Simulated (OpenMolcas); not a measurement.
# W⁴⁺: CASSCF and CASPT2 terms and fine-structure levels

Wanted: the level scheme of W⁴⁺ from active-space wave functions, then second-order correlation under several settings.

The numbers are computed with OpenMolcas 26.06 (state-averaged CASSCF and CASPT2, spin-orbit coupling by RASSI with atomic mean-field integrals), except any that are marked as measured or tabulated.

### Step 1. Starting point

- Species: W⁴⁺ (tungsten, Z = 74, 70 electrons)
- Basis: ANO-R2 [8s6p5d3f2g], 90 functions
- Scalar Hamiltonian: X2C, finite nucleus
- Inactive shells: 1s 2s 2p 3s 3p 3d 4s 4p 4d 4f 5s 5p
- Active space: 2 electrons in 5 orbitals (5d)
- Some configurations of this space: 5d2
- Orbitals: optimised for the ground-state spin in each parity, averaged over all roots

Outer shells as boxes (Hund's rule):

5d2
```
5d [↑ ][↑ ][  ][  ][  ]
```

The work runs as a chain of OpenMolcas steps in one folder; each step below is one input file. Labels, J, g values, rates, χT and fits are worked out afterwards by a script from the matrices that RASSI stores.

### Step 2. One- and two-electron integrals

Input file a.inp:

```
&GATEWAY
Coord
1

W 0.0 0.0 0.0
Basis=ANO-R2
Group=XYZ
NoMove
AngMom=0.0 0.0 0.0
AMFI
&SEWARD
```

Started as:

```sh
> OMP_NUM_THREADS=1 MOLCAS_MEM=2252 MOLCAS_PROJECT=a pymolcas a.inp > a.log
```

### Step 3. CASSCF: triplets of even parity, 10 roots

Input file a.inp:

```
&RASSCF
FileOrb=start.orb
Symmetry=1
Spin=3
nActEl=2 0 0
Inactive=15 19
Ras2=5 0
CIRoot=10 10 1
SDav=10
CIMx=300
Iter=120 100
PrWF=0.3
OrbListing=Nothing
MaxOrb=0
Atom
>>> COPY $Project.JobIph JOB001
```

start.orb holds the contracted functions of the basis, ordered by shell, or the orbitals of the step before.

### Step 4. Reference wave functions, singlets of even parity, 15 roots

Input file a.inp:

```
&RASSCF
FileOrb=start.orb
Symmetry=1
Spin=1
nActEl=2 0 0
Inactive=15 19
Ras2=5 0
CIRoot=15 15 1
SDav=15
CIMx=300
Iter=120 100
PrWF=0.3
OrbListing=Nothing
MaxOrb=0
Atom
CIOnly
>>> COPY $Project.JobIph JOB002
```

### Step 5. RASSI: spin-orbit coupling between the states

Input file a.inp:

```
&RASSI
NrOfJobIphs=2 10 15
1 2 3 4 5 6 7 8 9 10
1 2 3 4 5 6 7 8 9 10 11 12 13 14 15
IphNames
JOB001
JOB002
EJob
SpinOrbit
DIPRint=1.0
SOCoupling=1000.0
Subsets=2
MEES
Property=10
'ANGMOM' 1 'ANGMOM' 2 'ANGMOM' 3 'MLTPL  1' 1 'MLTPL  1' 2 'MLTPL  1' 3
'AMFI' 1 'AMFI' 2 'AMFI' 3 'MLTPL  2' 6
SOProperty=3
'ANGMOM' 1 'ANGMOM' 2 'ANGMOM' 3
```

### Step 6. CASPT2: IPEA 0.5 (closed shells correlated: none)

Input file a.inp:

```
>>> COPY JOB001 $Project.JobIph
&CASPT2
Multistate=10 1 2 3 4 5 6 7 8 9 10
Frozen=15 19
IPEA=0.5
MaxIter=60
WThr=0.0 0.3 0.05
PrWF=0.5
NoMix
>>> COPY JOB002 $Project.JobIph
&CASPT2
Multistate=15 1 2 3 4 5 6 7 8 9 10 11 12 13 14 15
Frozen=15 19
IPEA=0.5
MaxIter=60
WThr=0.0 0.3 0.05
PrWF=0.5
NoMix
```

### Step 7. CASPT2: IPEA 0.35, real shift 0.1 (closed shells correlated: none)

a.inp, as its differences from that of step 6:

```diff
@@ -4,3 +4,4 @@
 Frozen=15 19
-IPEA=0.5
+IPEA=0.35
+Shift=0.1
 MaxIter=60
@@ -13,3 +14,4 @@
 Frozen=15 19
-IPEA=0.5
+IPEA=0.35
+Shift=0.1
 MaxIter=60
```

### Step 8. CASPT2: IPEA 0.3, imaginary shift 0.05 (closed shells correlated: 5s 5p)

Input file a.inp:

```
>>> COPY JOB001 $Project.JobIph
&CASPT2
Multistate=10 1 2 3 4 5 6 7 8 9 10
Frozen=14 16
IPEA=0.3
Imaginary=0.05
MaxIter=60
WThr=0.0 0.3 0.05
PrWF=0.5
NoMix
>>> COPY JOB002 $Project.JobIph
&CASPT2
Multistate=15 1 2 3 4 5 6 7 8 9 10 11 12 13 14 15
Frozen=14 16
IPEA=0.3
Imaginary=0.05
MaxIter=60
WThr=0.0 0.3 0.05
PrWF=0.5
NoMix
```

(Steps that only read results are left out.)

Q: Predict the outcome of this session. Wanted: lowest level; first excited level; lowest level of another term; spin-orbit lowering of the lowest level; strongest of the lines computed, by gA.

The runs gave:

| quantity | value |
| --- | --- |
| method | SS-CASPT2, IPEA 0.5 (closed shells correlated: none) |
| lowest level | 5d2 3F2, 89 % of that term, g = 0.706 |
| ground level listed by NIST | 3F2 |
| first excited level | 5d2 3F3 at 6790 cm-1 |
| lowest level of another term | 5d2 3P0 at 13790 cm-1 |
| spin-orbit lowering of the lowest level | 8466 cm-1 |
| strongest of the lines computed, by gA (one parity, so forbidden lines), at CASSCF energies | 5d2 1S0 → 5d2 3P1, 313.8 nm, A = 9.87e+01 s⁻¹ |

Cost and accuracy by method:

```csv
method,time of its own steps,time with the reference,mean absolute difference from the measured levels (cm-1)
A. CASSCF,5.5 s,5.5 s,3000
"B. SS-CASPT2, IPEA 0.5, +none",3.9 s,9.4 s,1400
"C. SS-CASPT2, IPEA 0.35, real shift 0.1, +none",3.9 s,9.4 s,1300
"D. SS-CASPT2, IPEA 0.3, imaginary shift 0.05, +5s 5p",6.5 s,12 s,1000
```

Times are of one thread on a shared host.

In words: The multiplet 3F is regular; its intervals divided by the larger J differ by 47 % of their mean, where Landé's rule for pure LS coupling makes them equal. Second-order correlation (method B) scales the levels of the lowest configuration above 5000 cm⁻¹ by 0.88 to 1.04. Method D lies closest to the measured levels (1000 cm⁻¹ on average) and A farthest (3000). Only the configurations of the active space and the roots asked for are present. The singlets rest on orbitals optimised for another spin in at least one step, which raises them against the optimised states. Measured levels are paired by their LS label, which is uncertain where the leading share is low. CASPT2 does not keep the components of a term degenerate, and the means are used. Only valence configurations of the active space appear, up to the ionisation limit; * or ° marks odd parity.
